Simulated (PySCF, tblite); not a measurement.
# C6H12BrNSi: geometry, infrared bands and NMR shifts

Aim: predict the infrared bands and NMR shifts of C6H12BrNSi (`C=CC[Si@@H](NC)C(=C)Br`).

The runs use tblite 0.8.0 and PySCF 2.14.0, with density-fitted response routines of our own; the level of theory stands in each step. All values are computed, except where a source is named. Atoms are numbered from 0 throughout.

## 1. The molecule as given

21 atoms, charge 0, multiplicity 1; geometry from: force field or distance geometry start.

Bonds of the start (Å): C0–C1 1.34, C1–C2 1.51, C2–Si3 1.90, Si3–N4 1.70, N4–C5 1.46, Si3–C6 1.87, C6–C7 1.33, C6–Br8 1.88, C0–H9 1.09, C0–H10 1.08, C1–H11 1.10, C2–H12 1.10, C2–H13 1.10, Si3–H14 1.49, N4–H15 1.02, C5–H16 1.09, C5–H17 1.10, C5–H18 1.10, C7–H19 1.08, C7–H20 1.09.

## 2. Optimising the geometry with GFN2-xTB

The job: settings as JSON, then the geometry in Å.

```
{"job": {"kind": "relax", "xc": "GFN2-xTB", "basis": "xTB"}, "charge": 0, "multiplicity": 1}
C      2.513900     1.621600     1.076400
C      1.472700     0.889600     1.505000
C      1.051400    -0.415300     0.883600
Si    -0.756200    -0.480900     0.303300
N     -1.055800     0.469100    -1.072900
C     -0.722400     1.880300    -1.201800
C     -1.248300    -2.246600    -0.064000
C     -1.183700    -2.807800    -1.273300
Br    -1.842800    -3.234700     1.425900
H      2.779600     2.543000     1.587500
H      3.088300     1.331000     0.209200
H      0.928900     1.215200     2.399000
H      1.188300    -1.204100     1.631800
H      1.689400    -0.659400     0.024100
H     -1.647500     0.078200     1.361100
H     -2.041300     0.357300    -1.303900
H     -1.032400     2.253500    -2.177300
H      0.361200     2.038300    -1.128100
H     -1.222100     2.487300    -0.430500
H     -0.839000    -2.261100    -2.143000
H     -1.491000    -3.837600    -1.436400
```

The run is started by

```bash
$ OMP_NUM_THREADS=1 python probes_run.py task.json out
```

This one command runs all jobs of the session in turn.

**Question.** This job is followed by: GFN2-xTB harmonic vibrations, gas phase; GIAO PBE0/pcSseg-1 NMR shielding, non-relativistic, gas phase. Predict these results of the whole session: strongest single infrared mode (GFN2-xTB); zero-point energy (GFN2-xTB); ¹³C shifts against TMS (PBE0/pcSseg-1); ¹H shifts against TMS (PBE0/pcSseg-1, means over atoms taken as alike); ²⁹Si shifts against TMS (PBE0/pcSseg-1); ¹⁵N shifts against NH3 (PBE0/pcSseg-1); ⁷⁹Br shifts against HBr (PBE0/pcSseg-1); surface potential, 1st and 99th percentile.

As calculated:

```
                                                              quantity                                                           value
                             strongest single infrared mode (GFN2-xTB)                                           2173 cm⁻¹, 251 km/mol
                                          zero-point energy (GFN2-xTB)                                                  102.4 kcal/mol
                                ¹³C shifts against TMS (PBE0/pcSseg-1)                      154.9, 146.7, 137.3, 121.4, 31.4, 30.9 ppm
¹H shifts against TMS (PBE0/pcSseg-1, means over atoms taken as alike)  6.53, 6.46, 6.30, 5.57, 5.27, 5.08, 3.03, 2.18, 2.01, 0.10 ppm
                               ²⁹Si shifts against TMS (PBE0/pcSseg-1)                                                       -31.4 ppm
                                ¹⁵N shifts against NH3 (PBE0/pcSseg-1)                                                        26.8 ppm
                               ⁷⁹Br shifts against HBr (PBE0/pcSseg-1)                                                         603 ppm
                                 surface potential, 1st and 99th percentile                                              -0.73 V and 1.44 V
```

Relaxing lowered the energy by 0.279 eV in 122 steps; the close pair that moved most is C6–Br8, from 1.884 to 1.919 Å. No mode is imaginary among the 57: a minimum at this level. The strongest single mode, at 2173 cm⁻¹, moves mainly H14. Unscaled tight-binding wavenumbers are off by several per cent, some by more. Its intensities can rank the bands wrongly. C6 stands next to heavy halogen, whose spin-orbit shielding this run leaves out, so the computed shift lies too far downfield, most of all for carbon beside Br or I. At PBE0/pcSseg-1: Shielding is most anisotropic at Br8 (span 1407 ppm, paramagnetic term -1103 ppm). At PBE0/pcSseg-1, counted by nearest atom on the grid, the HOMO lies on N4 43 %; C0 10 %, the LUMO on C6, C7 about 30 % each; H19, H20 about 8 % each. Spin-orbit coupling is left out, which matters for shieldings and couplings at and beside the heavy atoms.
